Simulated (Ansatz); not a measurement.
# Ta: a strain scan

Computed with Ansatz 0.2.0 (DFT PBEsol, scalar-relativistic, plane waves, PAW, unless a step's input says otherwise).

## Step 1: The system as given

It takes space group Im-3m (No. 229, cubic). Conventional cell: a = 3.303 Å, b = 3.303 Å, c = 3.303 Å, α = 90.00°, β = 90.00°, γ = 90.00°. Around Ta (site symmetry m-3m) lie 8 Ta at 2.86 Å.

Structure file:

```xyz
1
Lattice="-1.6513 1.6513 1.6513 1.6513 -1.6513 1.6513 1.6513 1.6513 -1.6513" Properties=species:S:1:pos:R:3 pbc="T T T"
Ta    0.0000    0.0000    0.0000
```

The structure comes from the Crystallography Open Database.

## Step 2: Quick check of gap, pressure and forces

Input file input.yaml:

```yaml
crystal:
  lattice:
    - [-1.65128, 1.65128, 1.65128]
    - [1.65128, -1.65128, 1.65128]
    - [1.65128, 1.65128, -1.65128]
  atoms:
    - { symbol: Ta, position: [0.0, 0.0, 0.0] }
basis:
  ecutwfc: 420
kpoints:
  mp_grid: { grid: [8, 8, 8] }
hamiltonian:
  xc: pbesol
scf:
  occupations: { method: gaussian, width: 0.1 }
output:
  forces: true
  stress: true
  eigenvalues: true
```

What time and memory should one allow on 1 thread of an Arm CPU, shared host?

About 1.1 s, with a peak of 0.25 GiB.
